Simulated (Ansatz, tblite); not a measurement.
# The cluster Mn6+: one state, many levels

How do method and basis change the picture of the cluster Mn6+ (multiplicity 24)?

Computed with Ansatz 0.2.0, Gaussian basis. Level: as each input shows.

Levels to be run: GFN1-xTB, GFN2-xTB, PBE-D4/def2-TZVP, r2SCAN-D4/def2-TZVP, LDA/def2-TZVP, PBE-D4/def2-SVP, PBE0-D4/def2-SVP, MP2/def2-TZVP, RPA/def2-TZVP.

8 further runs of the same task are left out: 7 that didn't finish, 1 set aside as unsound or not needed. Runs told in other sessions of the task aren't counted.

### Step 1. The relaxed structure

The multiplicity 24 was relaxed beforehand with PBE0-D4/def2-SVP. It is a higher isomer from a search, not the lowest found.

6 atoms, charge 1, spin multiplicity 24.

Bond lengths: Mn1–Mn2 2.969 Å, Mn1–Mn4 2.683 Å, Mn1–Mn5 2.683 Å, Mn1–Mn6 2.519 Å, Mn2–Mn3 2.519 Å, Mn2–Mn4 2.683 Å, Mn2–Mn5 2.683 Å, Mn3–Mn4 2.688 Å, Mn3–Mn5 2.688 Å, Mn4–Mn5 2.477 Å, Mn4–Mn6 2.687 Å, Mn5–Mn6 2.687 Å. Angles: Mn2–Mn1–Mn4 56.4°, Mn2–Mn1–Mn5 56.4°, Mn2–Mn1–Mn6 109.6°, Mn4–Mn1–Mn5 55.0°, Mn4–Mn1–Mn6 62.1°, Mn5–Mn1–Mn6 62.1°, Mn1–Mn2–Mn3 109.6°, Mn1–Mn2–Mn4 56.4°, Mn1–Mn2–Mn5 56.4°, Mn3–Mn2–Mn4 62.1°, Mn3–Mn2–Mn5 62.1°, Mn4–Mn2–Mn5 55.0°, Mn2–Mn3–Mn4 61.9°, Mn2–Mn3–Mn5 61.9°, Mn4–Mn3–Mn5 54.9°, Mn1–Mn4–Mn2 67.2°, Mn1–Mn4–Mn3 113.5°, Mn1–Mn4–Mn5 62.5° and more.

No spin-orbit coupling is included. The ion is computed in the gas phase, without counter-ions or solvent.

PBE0-D4/def2-TZVP was run before; its log isn't repeated, and its numbers join the tables.

### Step 2. GFN1-xTB

Tight binding, by tblite at 300 K electronic temperature and without a spin-polarisation term:

```python
tblite.interface.Calculator('GFN1-xTB', numbers, positions, charge=1, uhf=23).singlepoint()
```

Energy -355.9750 eV; 0.058 s.

### Step 3. GFN2-xTB

Tight binding, by tblite at 300 K electronic temperature and without a spin-polarisation term:

```python
tblite.interface.Calculator('GFN2-xTB', numbers, positions, charge=1, uhf=23).singlepoint()
```

Energy -432.8997 eV; 0.073 s.

### Step 4. PBE-D4/def2-TZVP

start.molden holds the orbitals of an earlier run on this state, given as this run's starting guess.

in.yaml reads:

```yaml
crystal:
  periodic: [false, false, false]
  atoms:
    - {symbol: Mn, position_ang: [-1.880002, 0.555822, 0.593073]}
    - {symbol: Mn, position_ang: [0.460390, -0.784862, 1.835022]}
    - {symbol: Mn, position_ang: [2.319724, -0.973770, 0.146424]}
    - {symbol: Mn, position_ang: [0.664749, 1.137003, -0.025577]}
    - {symbol: Mn, position_ang: [-0.213499, -1.064058, -0.746754]}
    - {symbol: Mn, position_ang: [-1.351362, 1.129855, -1.802188]}
basis:
  gaussian: {orbitals: def2-TZVP, initial_orbitals: start.molden}
total_charge: 1
magnetization: {spin_polarized: true, initial_magnetization: 23}
hamiltonian: {xc: pbe, dispersion: d4}
scf: {omitted_lower_state_checks: [starts]}
output: {forces: true, orbitals: {seedname: orbitals}}
```

The run is started by

```bash
$ ansatz run in.yaml --threads 4 --pin off --events-out ev --progress --plain --max-ram 4787MiB
```

Further steps of the session: r2SCAN-D4/def2-TZVP; LDA/def2-TZVP; PBE-D4/def2-SVP; PBE0-D4/def2-SVP; MP2/def2-TZVP; RPA/def2-TZVP.

Before running them: what should the planned runs give, taken together? Wanted: correlation energy, MP2/def2-TZVP; PBE0 total energy, smallest basis above largest.

**Answer**, as computed:

| quantity | value |
| --- | --- |
| correlation energy, MP2/def2-TZVP | -60.85 eV |
| PBE0 total energy, smallest basis above largest | 26.36 eV (def2-SVP, def2-TZVP) |

What this shows: LDA, PBE-D4, r2SCAN-D4 leave an empty level below a filled one, so this occupation isn't an aufbau state there; left out of the range.
